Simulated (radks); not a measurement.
# Taking charge from the 3p level of Eu²⁺ in fractions

One table from this session's results is given with a row withheld; the runs are named, their logs left out.

The numbers are computed with radks (a radial shooting solver on a logarithmic mesh, Libxc functionals) version 1 (Dirac Kohn-Sham, LDA (Slater exchange, Perdew-Wang correlation), spin-unpolarised, spherical densities, finite nucleus; open shells fill j = l - 1/2 first), except any that are marked as measured or tabulated.

### What is computed

* element: europium (Z = 63)
* charge: +2
* electrons: 61
* configuration: [Ne] 3s2 3p(1/2: 2, 3/2: 4) 3d10 4s2 4p6 4d10 4f7 5s2 5p6
* nuclear rms radius: 5.1115 fm

A shell typed twice in an input gives the lower j, then the higher j.

Set-up of the first run:

The run's settings:

```text
Z 63
configuration [Ne] 3s2 3p2 3p4 3d10 4s2 4p6 4d10 4f7 5s2 5p6
relativity Dirac
functional lda,pw
spin unpolarised
j_filling energy
nucleus finite rms 5.1115 fm
c 137.035999084
```

Among the steps run: Start: [Ne] 3s2 3p(1/2: 2, 3/2: 4) 3d10 4s2 4p6 4d10 4f7 5s2 5p6.

One table of the session follows, with a row left open; its other results are not shown here.

It belongs to the step «Start: [Ne] 3s2 3p(1/2: 2, 3/2: 4) 3d10 4s2 4p6 4d10 4f7 5s2 5p6». Sizes of the orbitals, from the radial functions (bohr):

| level | <r> | outermost maximum (interpolated) | 90 % within | nodes |
| --- | --- | --- | --- | --- |
| 4p3/2 | 0.6091 | 0.559 | 0.887 | 2 |
| 4d3/2 | 0.6489 | 0.569 | 0.977 | 1 |
| 4d5/2 | 0.6595 | 0.577 | 0.993 | 1 |
| 5s1/2 | 1.379 | 1.23 | 1.99 | 4 |
| 5p1/2 | ? | ? | ? | ? |
| 5p3/2 | 1.648 | 1.43 | 2.42 | 3 |
| 4f5/2 | 0.9490 | 0.590 | 1.67 | 0 |
| 4f7/2 | 0.9658 | 0.595 | 1.70 | 0 |

**Question.** Estimate the row for 5p1/2.

**Answer.** <r>: 1.553; outermost maximum (interpolated): 1.35; 90 % within: 2.28; nodes: 3. In the column «<r>» it lies between 5s1/2 (1.379) and 5p3/2 (1.648).
